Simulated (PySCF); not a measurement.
# H3HfS3 (Hf(SH)3+): the cost of one run

Program: PySCF 2.14.0. Level of theory: PBE0, Hf def2-SVP with ECP60, S def2-SVP, H def2-SVP; scalar-relativistic core potentials, no spin–orbit coupling. These are calculated values, not measurements.

## 1. The starting structure

7 atoms, charge 1, spin multiplicity 1.

Bond lengths: Hf1–S2 2.370 Å, Hf1–S4 2.370 Å, Hf1–S6 2.370 Å, S2–H3 1.354 Å, S4–H5 1.354 Å, S6–H7 1.354 Å. Angles: S2–Hf1–S4 105.4°, S2–Hf1–S6 105.4°, S4–Hf1–S6 105.4°, Hf1–S2–H3 102.3°, Hf1–S4–H5 102.3°, Hf1–S6–H7 102.3°.

Coordinates:

```xyz
7
H3HfS3
Hf    0.0000    0.0000   -0.8292
S     2.1777    0.0000    0.1069
H     1.9207    0.0000    1.4366
S    -1.0889    1.8859    0.1069
H    -0.9604    1.6634    1.4366
S    -1.0888   -1.8860    0.1069
H    -0.9603   -1.6634    1.4366
```

Formal oxidation states: Hf +4. An earlier session relaxed this geometry at PBE0, Hf def2-SVP with ECP60, S def2-SVP, H def2-SVP (singlet, point group C3v).

Its energy there is -1243.416180 Eh.

## 2. One electron removed, multiplicity 2

The input, run.py (the lines that set the calculation):

```python
mol = gto.M(atom='''
Hf     0.00000     0.00000    -0.82923
S      2.17770     0.00001     0.10691
H      1.92070     0.00001     1.43662
S     -1.08886     1.88594     0.10691
H     -0.96036     1.66337     1.43662
S     -1.08884    -1.88595     0.10691
H     -0.96034    -1.66338     1.43662''',
    basis={'Hf': 'def2-SVP', 'S': 'def2-SVP', 'H': 'def2-SVP'},
    ecp={'Hf': 'def2-SVP'},
    charge=2, spin=1)
mf = dft.UKS(mol, xc='PBE0')
mf.grids.atom_grid = (50, 194)
mf = mf.density_fit()  # fitting sets: Hf def2-universal-JKFIT, S def2-universal-JKFIT, H def2-universal-JKFIT
mf.conv_tol = 1e-08; mf.max_cycle = 55
mf.kernel(dm0)  # dm0: the density of the relaxed state
```

On the command line:

```sh
$ OMP_NUM_THREADS=2 python run.py
```

**Question.** How long does this run take on 2 threads of Intel Xeon at 2.50GHz (Skylake/Cascade Lake), shared host?

About 10 s.
